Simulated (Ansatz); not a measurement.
## Cu, space group P2/m: a relaxation of cell and ions, step by step

With Ansatz 0.2.0 through its Python package.

Input file `cu.xyz`:
```text
1
Lattice="11.57025395 0.0 0.0 0.0 2.2382121 0.0 -4.59562394 0.0 21.74338835" Properties=species:S:1:pos:R:3 pbc="T T T"
Cu    3.48731501    1.11910605   10.87169417
```

Notebook, run cell by cell (the value of a cell's last expression is shown):

**Cell 1**
```python
import json

import ansatz as az
from ase import Atoms
from ase.io import write
import numpy as np
```

**Cell 2**
```python
def edges_and_angles(cell):
    cell = np.asarray(cell)
    a, b, c = np.linalg.norm(cell, axis=1)
    cosines = cell[1] @ cell[2] / (b * c), cell[0] @ cell[2] / (a * c), cell[0] @ cell[1] / (a * b)
    return (a, b, c, *np.degrees(np.arccos(cosines)))
```

**Cell 3**
```python
xtal = az.Crystal.from_extxyz("cu.xyz")
```

**Cell 4**
```python
xtal.resolved().sites[-1]
```
Output:
```text
Site(symbol='Cu', position=(0.5000000003408062, 0.5, 0.499999999770045), moment=None, axis=None, held=None, saved=None)
```

**Cell 5**
```python
base = xtal.calculation()
base = base.functional("r2scan")
base = base.pseudopotentials("paw")
base = base.kpoints(3, 15, 2)
base = base.occupations(az.OccupationsMethod.FERMI_DIRAC, width=0.05).relax(force_tolerance=0.03, fix_cell=["volume"])
outcome = base.run(events_out="events.ndjson")
with open("events.ndjson") as stream:
    events = [json.loads(line) for line in stream]
steps = [e["data"] for e in events if e["event"] == "relax_step"]
report = outcome.report
```
Output:
```text
DeckWarning: basis.ecutwfc = 500 eV, auto-derived from the records' recommended cutoffs: set by Cu (their level for a meta-GGA)
```

**Cell 6**
```python
sorted(key for key in report if key.endswith("_ev"))
```
Output:
```text
['energy_sigma0_ev', 'entropy_ts_ev', 'fermi_energy_ev', 'free_energy_ev', 'gap_by_band_count_ev',
 'harris_foulkes_ev', 'internal_energy_ev', 'lagrangian_above_aufbau_ev', 'lagrangian_ev',
 'lagrangian_sigma0_ev']
```

**Cell 7**
```python
outcome.unlabelled_reasons
```

**Cell 8**
```python
for s in steps:
    flag = "" if s["accepted"] else "  (rejected)"
    print("step %2d  E = %.5f eV  largest force component = %.4f eV/A%s" % (s["step"], s["lagrangian_ev"], s["allowed_force_max_ev_ang"], flag))
```
Output:
```text
step  1  E = -6628.87853 eV  largest force component = 0.0000 eV/A
step  2  E = -6628.87898 eV  largest force component = 0.0000 eV/A
step  3  E = -6628.87986 eV  largest force component = 0.0000 eV/A
step  4  E = -6628.87988 eV  largest force component = 0.0000 eV/A
```

**Cell 9**
```python
first, last = steps[0], steps[-1]
symbols = [site.symbol for site in outcome.lattice.sites]
print(f"energy gained {first['lagrangian_ev'] - last['lagrangian_ev']:.4f} eV in {len(steps) - 1} steps")
for label, vectors in (("before", first["cell_ang"]), ("after", outcome.lattice.cell_ang)):
    print(label, "a b c (A) {:.4f} {:.4f} {:.4f}  angles {:.2f} {:.2f} {:.2f}".format(*edges_and_angles(vectors)), f" V = {abs(np.linalg.det(vectors)):.3f} A^3")
print("final stress xx yy zz (GPa, compression positive):", np.round(np.diag(report["stress_gpa"]), 3) + 0.0)
```
Output:
```text
energy gained 0.0013 eV in 3 steps
before a b c (A) 11.5703 2.2382 22.2237  angles 90.00 101.93 90.00  V = 563.082 A^3
after a b c (A) 11.5201 2.2577 22.1275  angles 90.00 101.93 90.00  V = 563.082 A^3
final stress xx yy zz (GPa, compression positive): [0.    0.003 0.   ]
```

**Cell 10**
```python
print("atom   start x y z (A)              end x y z (A)")
for symbol, a, b in zip(symbols, first["positions_ang"], last["positions_ang"]):
    print(f"{symbol:3s}", " ".join(f"{v:8.4f}" for v in a), "  ", " ".join(f"{v:8.4f}" for v in b))
```
Output:
```text
atom   start x y z (A)              end x y z (A)
Cu    3.4873   1.1191  10.8717      3.4722   1.1289  10.8246
```

**Cell 11**
```python
relaxed = Atoms(symbols, positions=[site.position_ang for site in outcome.lattice.sites], cell=outcome.lattice.cell_ang, pbc=True)
write("relaxed.extxyz", relaxed, format="extxyz")
```

**Cell 12**
```python
print(f"free energy      {report['free_energy_ev']:.5f} eV")
print(f"per atom         {report['free_energy_ev'] / len(outcome.lattice.sites):.5f} eV")
print(f"SCF iterations   {report['n_iterations']}  (converged: {report['converged']})")
```
Output:
```text
free energy      -6628.87988 eV
per atom         -6628.87988 eV
SCF iterations   10  (converged: True)
```

File `relaxed.extxyz` afterwards:
```text
1
Lattice="11.520128122876876 -1.1178650030514903e-17 3.81259743094958e-07 -2.1624581334244464e-18 2.257732043760076 -4.324916266848886e-18 -4.575713595593257 -3.7574852537038136e-17 21.649189601866755" Properties=species:S:1:pos:R:3 pbc="T T T"
Cu       3.47220727       1.12886602      10.82459499
```

Absolute energies stand on the zero of these potentials, so only differences at equal settings mean something. The cell holds an odd number of electrons and is run without spin, so a magnetic state may lie lower. The cell holds layers, chains or clusters in vacuum, no bulk phase; its stress is averaged over the vacuum too and scales with the cell's height. Part of the cell is held or a pressure is applied, so the end point needn't be the zero-pressure lattice. Energies along a relaxation are free energies. Rows at an unchanged volume are solved on a plane-wave basis chosen afresh for that cell, so the energy jumps there and such rows are no steps of the walk. A gap by band count of zero or less means overlapping bands, a metal, and at an odd count of electrons it is no gap at all. The structure is layered, and without a dispersion term the spacing of the layers is poorly determined. Points of the mesh across the vacuum add cost only. This isn't the structure that Cu takes at ambient conditions. Levels are Kohn-Sham eigenvalues on this mesh. Warnings are shown shortened and without file and line. Finished in 3.8 min on 1 thread of Arm Neoverse V2, on a shared host, peak memory 2.1 GiB.
